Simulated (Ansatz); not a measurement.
Co, space group Fd-3m, a comparison of functionals at one structure

Computed with the Python package of Ansatz (0.2.0).

Typed at the interpreter:
```pycon
>>> import ansatz as az
>>> co = (
...     az.Lattice.from_parameters(4.550051, 4.550051, 4.550051, alpha=60.0, beta=60.0, gamma=60.0)
...     .atom("Co", (0.25, 0.25, 0.25))
...     .atom("Co", (0.0, 0.0, 0.0))
...     .atom("Co", (0.625, 0.625, 0.125))
...     .atom("Co", (0.625, 0.125, 0.625))
...     .atom("Co", (0.125, 0.625, 0.625))
...     .atom("Co", (0.625, 0.625, 0.625))
...     .moments(Co=2.5)
... )
>>> model = (
...     co.calculation()
...     .pseudopotentials("paw")
...     .kpoints(6, 6, 6)
...     .spin("collinear")
...     .occupations("fermi_dirac", width=0.05)
...     .stress()
... )
>>> rows = []
>>> for value in ["r2scan", "blyp", "pbesol"]:
...     r = model.functional(value).run(threads=1, backend="cpu").report
...     rows.append((value, r["free_energy_ev"] / len(r["lattice"]["sites"]), r["n_iterations"], sum(r["stress_gpa"][i][i] for i in range(3)) / 3, r["magnetization_mub"], r["n_kpoints"]))
...
DeckWarning: basis.ecutwfc = 500 eV, auto-derived from the records' recommended cutoffs: set by Co (their level for a meta-GGA)
DeckWarning: basis.ecutwfc = 420 eV, auto-derived from the records' recommended cutoffs: set by Co (normal level)
>>> print("  functional   F/atom (eV)    iterations       P (GPa)  moment (muB)      k-points")
  functional   F/atom (eV)    iterations       P (GPa)  moment (muB)      k-points
>>> for row in rows:
...     print(f"{str(row[0]):>12s}  {row[1]:12.5f}  {row[2]:12d}  {row[3]:12.3f}  {row[4]:12.3f}  {row[5]:12d}")
...
      r2scan   -5131.37543            20         3.393        11.215            16
        blyp   -5134.04207            16        15.353         9.678            16
      pbesol   -5092.75956            15        -2.417        10.161            16
```

From lowest to highest: PBEsol (-2.4 GPa), r2SCAN (3.4 GPa) and BLYP (15.4 GPa). At a fixed cell a lower pressure usually means a smaller equilibrium volume, so PBEsol prefers the smallest cell and BLYP the largest.

What to keep in mind:
- Other magnetic orders than the one started from may lie lower.
- BLYP can be off by several per cent in the lattices of metals, and by several GPa in the pressure at a fixed cell.
- The mesh is modest for a metal, so energies can be off by several to tens of meV an atom and pressures by half a GPa or more; differences at equal mesh fare better.
- The overall sign of a collinear moment is arbitrary, and semilocal functionals can give small moments to compounds that are paramagnetic.
- Pressure is positive in compression.
- r2SCAN tends to overestimate the moments of itinerant magnets.
- This isn't the structure that Co takes at ambient conditions.
- Warnings are shown shortened and without file and line.
- Total energies of different functionals can't be compared; pressures, moments and gaps at this one structure can.
- It ran for 110 s on 1 thread of Arm Neoverse V1 (shared host), peak memory 0.73 GiB.
